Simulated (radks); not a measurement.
# The Coulomb parameter U of the 4d shell of Tc³⁺

An exercise on one series of results from a longer session: the logs are not shown, and one member is left open.

Method: scalar-relativistic Kohn-Sham, SCAN, spin-unpolarised, spherical densities, finite nucleus. Code: radks (a radial shooting solver on a logarithmic mesh, Libxc functionals) version 1.

## Starting point

- element: technetium (Z = 43)
- charge: +3
- electrons: 40
- configuration: [Kr] 4d3 5p1
- nuclear rms radius: 4.4112 fm

The outer shells:

Tc³⁺
```
[Kr] core
4d [↑ ][↑ ][↑ ][  ][  ]
5p [↑ ][  ][  ]
```

The first run:

Settings of this run:

```text
Z 43
configuration [Kr] 4d3 5p1
relativity scalar-relativistic
functional scan,scan
spin unpolarised
nucleus finite rms 4.4112 fm
c 137.035999084
```

Started as:

```bash
python run_ks.py task.json out
```

All runs below come from this command, one after another.

Steps of the session up to this table: Start: [Kr] 4d3 5p1.

One of the session's tables, all rows but one given; the rest of the session is left out.

It belongs to the step «Start: [Kr] 4d3 5p1». Sizes of the orbitals, from the radial functions (bohr):

| level | <r> | outermost maximum (interpolated) | 90 % within | nodes |
| --- | --- | --- | --- | --- |
| 2p | 0.1304 | 0.101 | 0.212 | 0 |
| 3s | 0.4142 | 0.372 | 0.611 | 2 |
| 3p | ? | ? | ? | ? |
| 3d | 0.3987 | 0.312 | 0.635 | 0 |
| 4s | 1.047 | 0.947 | 1.52 | 3 |
| 4p | 1.145 | 1.01 | 1.68 | 2 |
| 4d | 1.463 | 1.20 | 2.25 | 1 |
| 5p | 2.972 | 2.72 | 4.24 | 3 |

Estimate the missing values for 3p.

The run gave: <r>: 0.4156; outermost maximum (interpolated): 0.365; 90 % within: 0.627; nodes: 1. In the column «<r>» it lies between 3s (0.4142) and 4s (1.047).
